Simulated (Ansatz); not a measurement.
# BeGeH2: the cost of one run

Method: def2-QZVPP, all electrons in the functionals, frozen cores in the correlation of double hybrids and RPA; program: Ansatz 0.2.0, Gaussian basis.

Plan: PBE, BLYP, r2SCAN, B97M-V, PBE0, B3LYP, wB97M-V, B2PLYP.

2 further runs of the same task are left out: 2 set aside as unsound or not needed.

## Step 1: The system

The geometry is a PBE0/def2-TZVP stationary point (not a proven minimum). No spin-orbit coupling is included. The filled d shell of Ge may be among the frozen orbitals whatever the setting's name suggests; the logs give the count.

4 atoms, charge 0, spin multiplicity 1.

Atoms are counted from 1 here; the program's logs count them from 0.

Bond lengths: Ge1–Be2 2.025 Å, Ge1–H3 1.752 Å, Ge1–H4 1.752 Å, Be2–H3 1.547 Å, Be2–H4 1.547 Å. Angles: Be2–Ge1–H3 47.7°, Be2–Ge1–H4 47.7°, H3–Ge1–H4 72.3°, Ge1–Be2–H3 56.9°, Ge1–Be2–H4 56.9°, H3–Be2–H4 83.8°, Ge1–H3–Be2 75.4°, Ge1–H4–Be2 75.4°.

No dispersion term is added; B97M-V, wB97M-V hold VV10 nonlocal correlation. B3LYP takes the VWN-RPA correlation.

## Step 2: PBE (unrestricted)

in.yaml reads:

```yaml
crystal:
  periodic: [false, false, false]
  atoms:
    - {symbol: Ge, position_ang: [0.003962, 0.000000, 0.247263]}
    - {symbol: Be, position_ang: [-0.182660, 0.000000, -1.769424]}
    - {symbol: H, position_ang: [0.673838, -1.033158, -0.999463]}
    - {symbol: H, position_ang: [0.673838, 1.033158, -0.999463]}
basis:
  gaussian: {orbitals: "def2-QZVPP.json"}
magnetization: {spin_polarized: true, initial_magnetization: 0}
hamiltonian: {xc: {name: PBE}}
output: {orbitals: {seedname: orbitals}}
```

The run is started by

```sh
$ ansatz run in.yaml --threads 1 --pin off --events-out ev --progress --plain --max-ram 2393MiB
```

**Question.** How long does this run take on 1 thread of Arm Neoverse V2, shared host, and how much memory does it need?

About 21 s, with a peak of 0.36 GiB.
